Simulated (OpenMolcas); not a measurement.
# Os⁴⁺ among point charges: CASSCF and CASPT2 levels and susceptibility

Aim: the splitting of the states of Os⁴⁺ in the field of 6 point charges, its lowest levels with spin-orbit coupling and its magnetic susceptibility.

Program: OpenMolcas 26.06. Level of theory: state-averaged CASSCF and CASPT2, spin-orbit coupling by RASSI with atomic mean-field integrals. These are calculated values, not measurements, unless marked.

## (1) What is computed

```
Species                           : Os⁴⁺ (osmium, Z = 76, 72 electrons)
Basis                             : ANO-RCC-VDZP [7s6p4d2f1g], 68 functions
Scalar Hamiltonian                : DKH2, point nucleus
Inactive shells                   : 1s 2s 2p 3s 3p 3d 4s 4p 4d 4f 5s 5p
Active space                      : 4 electrons in 5 orbitals (5d)
Some configurations of this space : 5d4
Orbitals                          : optimised for each spin and parity, averaged over all roots
```

Outer shells as boxes (Hund's rule):

5d4
```
5d [↑ ][↑ ][↑ ][↑ ][  ]
```

The ion sits among 6 point charges of -0.98 e arranged as an octahedron (Oh), 1.93 Å from the ion.

The work runs as a chain of OpenMolcas steps in one folder; each step below is one input file. Labels, J, g values, rates, χT and fits are worked out afterwards by a script from the matrices that RASSI stores. The input lists half of the charges; inversion (Group=XYZ) makes the rest.

## (2) Basis and integrals

Input file a.inp:

```
&GATEWAY
Coord
1

Os 0.0 0.0 0.0
Basis=ANO-RCC-VDZP
Group=XYZ
NoMove
AngMom=0.0 0.0 0.0
AMFI
XField
3 Angstrom 0
1.930000 0.000000 0.000000 -0.980000
0.000000 1.930000 0.000000 -0.980000
0.000000 0.000000 1.930000 -0.980000
&SEWARD
```

Launch:

```console
> OMP_NUM_THREADS=1 MOLCAS_MEM=1689 MOLCAS_PROJECT=a pymolcas a.inp > a.log
```

Log:

```text
Basis set label: OS.ANO-RCC...7S6P4D2F1G.

      Electronic valence basis set:
      ------------------
      Associated Effective Charge  76.000000 au
      Associated Actual Charge     76.000000 au
      Nuclear Model: Point charge

      Shell  nPrim  nBasis  Cartesian Spherical Contaminant
         s      24       7        X
         p      21       6        X
         d      15       4                 X
         f      11       2                 X
         g       4       1                 X
                  Relativistic Douglas-Kroll-Hess integrals:
                    - DKH order of Hamiltonian: 2
                    - DKH order of Properties : 0
                  Atomic mean-field integrals
```

## (3) CASSCF: quintets of even parity, 5 roots

Input file a.inp:

```
&RASSCF
FileOrb=start.orb
Symmetry=1
Spin=5
nActEl=4 0 0
Inactive=15 19
Ras2=5 0
CIRoot=5 5 1
SDav=5
CIMx=300
Iter=120 100
PrWF=0.3
OrbListing=Nothing
MaxOrb=0
>>> COPY $Project.JobIph JOB001
```

start.orb holds the contracted functions of the basis, ordered by shell, or the orbitals of the step before.

Log, shortened:

```text
[...]
      Number of active orbitals                  5
[...]
      Spin quantum number                      2.0
[...]
      Active orbitals                            5   0
[...]
      Number of CSFs                             5
      Number of root(s) required                 5
[...]
      Convergence after  9 iterations
[...]
      Natural orbitals and occupation numbers for root  1
      sym 1:   1.000000   1.000000   1.000000   0.000000   1.000000
      Natural orbitals and occupation numbers for root  2
      sym 1:   1.000000   1.000000   0.000000   1.000000   1.000000
      Natural orbitals and occupation numbers for root  3
      sym 1:   0.000000   1.000000   1.000000   1.000000   1.000000
::    RASSCF root number  1 Total energy: -17240.74394900
::    RASSCF root number  2 Total energy: -17240.74394900
::    RASSCF root number  3 Total energy: -17240.71388781
::    RASSCF root number  4 Total energy: -17240.71388781
::    RASSCF root number  5 Total energy: -17240.71388781
```

## (4) CASSCF: triplets of even parity, 45 roots

Input file a.inp:

```
&RASSCF
FileOrb=start.orb
Symmetry=1
Spin=3
nActEl=4 0 0
Inactive=15 19
Ras2=5 0
CIRoot=45 45 1
SDav=45
CIMx=300
Iter=120 100
PrWF=0.3
OrbListing=Nothing
MaxOrb=0
>>> COPY $Project.JobIph JOB002
```

Log, shortened:

```text
[...]
      Number of active orbitals                  5
[...]
      Spin quantum number                      1.0
[...]
      Active orbitals                            5   0
[...]
      Number of CSFs                            45
      Number of root(s) required                45
[...]
      Convergence after  7 iterations
[...]
      Natural orbitals and occupation numbers for root  1
      sym 1:   0.037214   1.851247   0.111684   0.999656   1.000198
      Natural orbitals and occupation numbers for root  2
      sym 1:   0.037433   0.109363   0.997190   1.853891   1.002122
      Natural orbitals and occupation numbers for root  3
      sym 1:   1.853779   0.109464   0.997262   1.002074   0.037421
::    RASSCF root number  1 Total energy: -17240.68339398
::    RASSCF root number  2 Total energy: -17240.68339398
::    RASSCF root number  3 Total energy: -17240.68339398
[...]
::    RASSCF root number 27 Total energy: -17240.60625494
::    RASSCF root number 28 Total energy: -17240.60215105
::    RASSCF root number 29 Total energy: -17240.60215105
::    RASSCF root number 30 Total energy: -17240.60121351
```

## (5) CASSCF: singlets of even parity, 50 roots

Input file a.inp:

```
&RASSCF
FileOrb=start.orb
Symmetry=1
Spin=1
nActEl=4 0 0
Inactive=15 19
Ras2=5 0
CIRoot=50 50 1
SDav=50
CIMx=300
Iter=120 100
PrWF=0.3
OrbListing=Nothing
MaxOrb=0
>>> COPY $Project.JobIph JOB003
```

Log, shortened:

```text
[...]
      Number of active orbitals                  5
[...]
      Spin quantum number                      0.0
[...]
      Active orbitals                            5   0
[...]
      Number of CSFs                            50
      Number of root(s) required                50
[...]
      Convergence after  7 iterations
[...]
      Natural orbitals and occupation numbers for root  1
      sym 1:   1.193693   0.822632   0.079311   1.800810   0.103554
      Natural orbitals and occupation numbers for root  2
      sym 1:   0.786033   1.793094   0.101581   1.244521   0.074771
      Natural orbitals and occupation numbers for root  3
      sym 1:   1.813612   0.852268   0.108143   1.154366   0.071611
::    RASSCF root number  1 Total energy: -17240.64217494
::    RASSCF root number  2 Total energy: -17240.64217494
::    RASSCF root number  3 Total energy: -17240.64217494
[...]
::    RASSCF root number 27 Total energy: -17240.55930137
::    RASSCF root number 28 Total energy: -17240.54757135
::    RASSCF root number 29 Total energy: -17240.54757135
::    RASSCF root number 30 Total energy: -17240.54757135
```

## (6) RASSI: spin-orbit coupling between the states

Input file a.inp:

```
&RASSI
NrOfJobIphs=3 5 45 50
1 2 3 4 5
1 2 3 4 5 6 7 8 9 10 11 12 13 14 15 16 17 18 19 20 21 22 23 24 25 26 27
28 29 30 31 32 33 34 35 36 37 38 39 40 41 42 43 44 45
1 2 3 4 5 6 7 8 9 10 11 12 13 14 15 16 17 18 19 20 21 22 23 24 25 26 27
28 29 30 31 32 33 34 35 36 37 38 39 40 41 42 43 44 45 46 47 48 49 50
IphNames
JOB001
JOB002
JOB003
EJob
SpinOrbit
DIPRint=1.0
SOCoupling=1000.0
Subsets=2
Property=9
'ANGMOM' 1 'ANGMOM' 2 'ANGMOM' 3 'MLTPL  1' 1 'MLTPL  1' 2 'MLTPL  1' 3
'AMFI' 1 'AMFI' 2 'AMFI' 3
SOProperty=3
'ANGMOM' 1 'ANGMOM' 2 'ANGMOM' 3
```

Launch:

```console
> OMP_NUM_THREADS=1 MOLCAS_MEM=1689 MOLCAS_PROJECT=a pymolcas a.inp > a.log
```

Log, shortened:

```text
SPIN-FREE ENERGIES:
  (Shifted by EMIN (a.u.) =     -17240.7439489994)
 SF State       Relative EMIN(au)   Rel lowest level(eV)    D:o, cm**(-1)      L_eff
     1             0.0000000000        0.0000000000              0.0000         2.0
     2             0.0000000000        0.0000000000              0.0000         2.0
     3             0.0300611942        0.8180067670           6597.6695         2.0
     4             0.0300611942        0.8180067670           6597.6695         2.0
     5             0.0300611942        0.8180067670           6597.6695         2.0
     6             0.0605550203        1.6477860463          13290.2908         4.1
     7             0.0605550203        1.6477860463          13290.2908         4.1
     8             0.0605550203        1.6477860463          13290.2908         4.1
     9             0.0826386179        2.2487113507          18137.0802         4.9
    10             0.0826386179        2.2487113507          18137.0802         4.9
[...]
Eigenvalues of complex Hamiltonian:
   -----------------------------------
  (Shifted by EMIN (a.u.) =     -17240.7439489994)
 SO State       Relative EMIN(au)   Rel lowest level(eV)    D:o, cm**(-1)     J-value
     1            -0.0535213736        0.0000000000              0.0000         0.7
     2            -0.0332061505        0.5528053817           4458.6761         1.2
     3            -0.0332061505        0.5528053817           4458.6761         1.2
     4            -0.0332061505        0.5528053817           4458.6761         1.2
     5            -0.0193673974        0.9293770390           7495.9313         2.0
     6            -0.0193673974        0.9293770390           7495.9313         1.6
     7            -0.0152461354        1.0415222911           8400.4438         1.8
     8            -0.0152461354        1.0415222911           8400.4438         2.1
     9            -0.0152461354        1.0415222911           8400.4438         2.1
    10            -0.0092541785        1.2045717434           9715.5263         2.4
    11             0.0087963580        1.6957518655          13677.1612         2.3
[...]
```

These steps: 21 s of run time, 1 thread of Arm Neoverse V2, shared host.

States without spin-orbit coupling:

```
state  degeneracy  E (cm-1)  free-ion L (%)
   5E           2         0         D (100)
  5T2           3      6598         D (100)
  3T1           3     13290          H (54)
   3E           2     18137          H (93)
  3T1           3     18998          H (44)
  3T2           3     19520          F (48)
  3A2           1     21048         F (100)
  3A1           1     21628         G (100)
  1T2           3     22337          G (48)
   1E           2     22935          I (80)
   3E           2     24311          G (76)
  3T1           3     24536          H (69)
  3T2           3     25611          H (47)
  3T1           3     26650          G (46)
  1A1           1     26665          G (42)
  1A2           1     27078          I (97)
  1T2           3     27399          I (59)
  1T1           3     28682          I (51)
  3T2           3     30220          G (73)
   3E           2     31121          D (78)
  3T1           3     31327          F (38)
   1E           2     32191          G (56)
  3T2           3     32586          D (90)
  1T2           3     33417          I (87)
```

With spin-orbit coupling:

```tsv
E (cm-1)	Degeneracy	Label	2S+1
0.0	1	A1	5
4459	3	T1	5
7496	2	E	5
8400	3	T2	5
9716	1	A2	5
13677	3	T2	5
14277	3	T1	5
15086	1	A1	5
15668	2	E	5
16111	3	T1	5
16225	3	T2	5
18186	1	A1	3
20918	3	T2	3
21267	2	E	3
22051	3	T1	3
24445	3	T1	3
26231	3	T2	3
27604	1	A1	3
27629	3	T2	3
27659	3	T1	3
27729	2	E	3
29280	3	T1	3
30183	2	E	3
30595	1	A2	3
```

The table of states holds 24 of 43 computed; the rest, higher up, is left out.

Powder χT (cm³ K/mol): 0.00 at 2 K, 0.00 at 5 K, 0.00 at 10 K, 0.00 at 20 K, 0.01 at 50 K, 0.02 at 100 K, 0.04 at 150 K, 0.05 at 200 K, 0.06 at 250 K, 0.07 at 300 K.

A ligand-field fit to the states below 45000 cm-1 gives 10Dq = 6860 cm-1, B = 861 cm-1 and C = 3512 cm-1 (C/B = 4.08), with a deviation of 81 cm-1.

Orbitals of the lowest block (energies include the constant potential of the surroundings):

| shell | space | energy (hartree) | mean occupation | ⟨r²⟩ (bohr²) |
| --- | --- | --- | --- | --- |
| 1s | inactive | -2723.8326 | 2.000 | 0.000402 |
| 2s | inactive | -480.1153 | 2.000 | 0.00656 |
| 2p | inactive | -419.9414 | 6.000 | 0.00546 |
| 3s | inactive | -114.1654 | 2.000 | 0.0428 |
| 3p | inactive | -96.0670 | 6.000 | 0.0435 |
| 3d | inactive | -74.9138 | 10.000 | 0.0364 |
| 4s | inactive | -25.4038 | 2.000 | 0.211 |
| 4p | inactive | -19.3284 | 6.000 | 0.239 |
| 4d | inactive | -11.4537 | 10.000 | 0.277 |
| 4f | inactive | -2.6890 | 14.000 | 0.370 |
| 5s | inactive | -4.0188 | 2.000 | 1.16 |
| 5p | inactive | -2.3224 | 6.000 | 1.51 |
| 5d | RAS2 |  | 4.000 | 2.75 |

(Part 1 of 2 ends here.)
